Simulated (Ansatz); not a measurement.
# C4H8O2S: the cost of one run

Method: the settings change from run to run; program: Ansatz 0.2.0, Gaussian basis.

**1. The relaxed structure**

The structure was relaxed beforehand with PBE0-D4 in a triple-zeta def2 set.

SMILES `C=CCS(C)(=O)=O`, 15 atoms, charge 0, spin multiplicity 1.

Atoms are counted from 1 here; the program's logs count them from 0.

Bond lengths: C1–C2 1.326 Å, C1–H8 1.086 Å, C1–H9 1.083 Å, C2–C3 1.486 Å, C2–H10 1.086 Å, C3–S4 1.792 Å, C3–H11 1.092 Å, C3–H12 1.095 Å, S4–C5 1.769 Å, S4–O6 1.438 Å, S4–O7 1.437 Å, C5–H13 1.089 Å, C5–H14 1.090 Å, C5–H15 1.089 Å. Angles: C2–C1–H8 121.7°, C2–C1–H9 121.3°, H8–C1–H9 117.0°, C1–C2–C3 123.8°, C1–C2–H10 120.4°, C3–C2–H10 115.8°, C2–C3–S4 112.9°, C2–C3–H11 113.1°, C2–C3–H12 112.2°, S4–C3–H11 107.3°, S4–C3–H12 102.1°, H11–C3–H12 108.5°, C3–S4–C5 104.1°, C3–S4–O6 107.8°, C3–S4–O7 107.4°, C5–S4–O6 108.0°, C5–S4–O7 108.3°, O6–S4–O7 120.2° and more.

**2. wB97M-V/aug-cc-pVDZ**

Set apart from the defaults: atoms shaken by 0.15 Å, a grid of angular degree 23, relativity set to none, high accuracy.

Contents of in.yaml:

```yaml
crystal:
  periodic: [false, false, false]
  atoms:
    - {symbol: C, position_ang: [-2.187273, 0.984075, 0.468225]}
    - {symbol: C, position_ang: [-1.190552, 0.909410, 0.567327]}
    - {symbol: C, position_ang: [0.004055, -0.544112, 0.803675]}
    - {symbol: S, position_ang: [1.012240, -0.682365, 0.110590]}
    - {symbol: C, position_ang: [0.867204, -0.284866, -1.759430]}
    - {symbol: O, position_ang: [2.291208, 0.352355, 0.489002]}
    - {symbol: O, position_ang: [2.078998, -2.039481, 0.464117]}
    - {symbol: H, position_ang: [-2.496297, 0.129735, 0.076678]}
    - {symbol: H, position_ang: [-2.309944, 1.806393, 0.198766]}
    - {symbol: H, position_ang: [-0.363728, 1.705056, 1.257687]}
    - {symbol: H, position_ang: [-0.948071, -1.345050, 0.832704]}
    - {symbol: H, position_ang: [0.389415, -0.568278, 2.139291]}
    - {symbol: H, position_ang: [0.563839, 0.582075, -1.877581]}
    - {symbol: H, position_ang: [2.083052, -0.401040, -2.116590]}
    - {symbol: H, position_ang: [0.066267, -1.556638, -1.811913]}
basis:
  gaussian: {orbitals: aug-cc-pVDZ, final_grid: {core_spheres: 8, valence_spheres: 7, degree: 23}}
hamiltonian: {xc: {name: wB97M-V}, pseudopotentials: {relativity: none}}
accuracy: high
output: {forces: true}
```

On the command line:

```console
ansatz run in.yaml --threads 2 --pin off --events-out ev --progress --plain --max-ram 32768MiB --backend cpu
```

What time and memory should one allow on 2 threads of AMD EPYC 7R13, shared host?

About 97 s, with a peak of 2.4 GiB.
